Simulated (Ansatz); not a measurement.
**BrH₅O₂Si₂: how energies converge with the basis set**

An exercise on one series of results from a longer session: the logs are not shown, and one member is left open.

Method: one geometry, several basis sets; program: Ansatz 0.2.0, Gaussian basis.

The runs, in order: PBE0-D4/def2-SVP; ωB97M-V/def2-SVP; PBE0-D4/def2-QZVPP; ωB97M-V/def2-QZVPP; the functionals' def2-TZVPP values are taken from earlier runs.

## Structure used throughout

The geometry comes from an earlier relaxation with PBE0-D4 in a triple-zeta def2 set; it is a stationary point, not always the lowest conformer.

SMILES `O[SiH](Br)O[SiH3]`, 10 atoms, charge 0, spin multiplicity 1.

Atoms are counted from 1 here; the program's logs count them from 0.

Bond lengths: O1–Si2 1.623 Å, O1–H6 0.959 Å, Si2–Br3 2.228 Å, Si2–O4 1.616 Å, Si2–H7 1.468 Å, O4–Si5 1.645 Å, Si5–H8 1.484 Å, Si5–H9 1.483 Å, Si5–H10 1.482 Å. Angles: Si2–O1–H6 119.3°, O1–Si2–Br3 109.8°, O1–Si2–O4 112.6°, O1–Si2–H7 106.8°, Br3–Si2–O4 107.5°, Br3–Si2–H7 109.6°, O4–Si2–H7 110.6°, Si2–O4–Si5 145.6°, O4–Si5–H8 109.9°, O4–Si5–H9 110.2°, O4–Si5–H10 107.3°, H8–Si5–H9 109.7°, H8–Si5–H10 109.8°, H9–Si5–H10 110.0°.

Set-up of the first run:

in.yaml

```yaml
crystal:
  periodic: [false, false, false]
  atoms:
    - {symbol: O, position_ang: [-0.307638, 0.006453, 2.457376]}
    - {symbol: Si, position_ang: [-0.865615, 0.333840, 0.968709]}
    - {symbol: Br, position_ang: [-0.411056, 2.449417, 0.438963]}
    - {symbol: O, position_ang: [-0.196780, -0.604512, -0.163980]}
    - {symbol: Si, position_ang: [0.699084, -0.638268, -1.543278]}
    - {symbol: H, position_ang: [0.591389, 0.249151, 2.685099]}
    - {symbol: H, position_ang: [-2.319730, 0.138789, 1.008653]}
    - {symbol: H, position_ang: [2.067090, -0.131065, -1.269467]}
    - {symbol: H, position_ang: [0.058468, 0.194688, -2.590200]}
    - {symbol: H, position_ang: [0.767885, -2.049692, -1.988874]}
basis:
  gaussian: {orbitals: def2-SVP}
hamiltonian: {xc: pbe0, dispersion: d4}
output: {orbitals: {seedname: orbitals}}
```

Launch:

```
> ansatz run in.yaml --threads 4 --pin off --events-out ev --progress --plain --max-ram 10444MiB
```

Among the steps run: PBE0-D4 in def2-SVP; ωB97M-V in def2-SVP; PBE0-D4 in def2-QZVPP; ωB97M-V in def2-QZVPP.

One table of the session follows, with a row left open; its other results are not shown here.

It belongs to the step «Functionals by basis». 

| functional | basis | HOMO (eV) | LUMO (eV) |
| --- | --- | --- | --- |
| PBE0-D4 | def2-SVP | -8.48 | 0.50 |
| PBE0-D4 | def2-TZVPP | ? | ? |
| PBE0-D4 | def2-QZVPP | -8.63 | -0.19 |
| ωB97M-V | def2-SVP | -10.71 | 2.38 |
| ωB97M-V | def2-TZVPP | -10.87 | 1.62 |
| ωB97M-V | def2-QZVPP | -10.89 | 1.21 |

Q: Estimate the row for PBE0-D4, def2-TZVPP from the others.

The run gave: HOMO (eV): -8.60; LUMO (eV): -0.01. In the column «HOMO (eV)» it lies between PBE0-D4, def2-QZVPP (-8.63) and PBE0-D4, def2-SVP (-8.48).
